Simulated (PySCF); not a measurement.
# C6H9B: the cost of one run

Programs: PySCF 2.14.0, with density-fitted response routines of our own. Each step states its level of theory. These are calculated values for one molecule, in the gas phase or a continuum, unless marked as measured. Atoms count from 0, in the outputs and in this text.

### 1 Starting geometry

16 atoms, charge 0, multiplicity 1; geometry from: GFN2-xTB. The atoms were then displaced at random by about 0.01 Å, so the start is not that level's minimum.

Bonds of the start (Å): C0–C1 1.34, C1–B2 1.54, B2–C3 1.59, C3–C4 1.30, B2–C5 1.57, C5–C6 1.32, C0–H7 1.05, C0–H8 1.09, C1–H9 1.08, C3–H10 1.09, C4–H11 1.08, C4–H12 1.09, C5–H13 1.07, C6–H14 1.09, C6–H15 1.09.

### 2 Relaxing the molecule at PBE0-D3(BJ)/def2-TZVP

The job: settings as JSON, then the geometry in Å.

```
{"job": {"xc": "PBE0", "basis": "def2-TZVP", "d3": "d3bj", "grid": 2, "shake": 0.01, "kind": "geom"}, "charge": 0, "multiplicity": 1}
C     -1.940090    -1.581770    -0.374200
C     -1.457760    -0.337640    -0.518800
B      0.012420     0.044460    -0.253400
C      1.173580    -1.042310    -0.312800
C      2.315310    -0.972720     0.296710
C      0.406120     1.524460     0.086740
C     -0.420060     2.420890     0.592030
H     -1.335380    -2.385330    -0.074530
H     -3.006400    -1.774750    -0.522650
H     -2.144790     0.449900    -0.800240
H      0.932300    -1.956640    -0.859830
H      3.059530    -1.755330     0.278170
H      2.561770    -0.096160     0.889680
H      1.419050     1.843380    -0.060140
H     -1.465960     2.172980     0.796400
H     -0.128710     3.444210     0.847590
```

Command:

```
> OMP_NUM_THREADS=1 python probes_run.py task.json out
```

The driver reads the jobs from task.json and runs them one after another.

Q: Estimate the wall time and peak memory of this first job on 1 thread of AMD EPYC 9R45, shared host.

About 3 min, with a peak of 1.3 GiB.
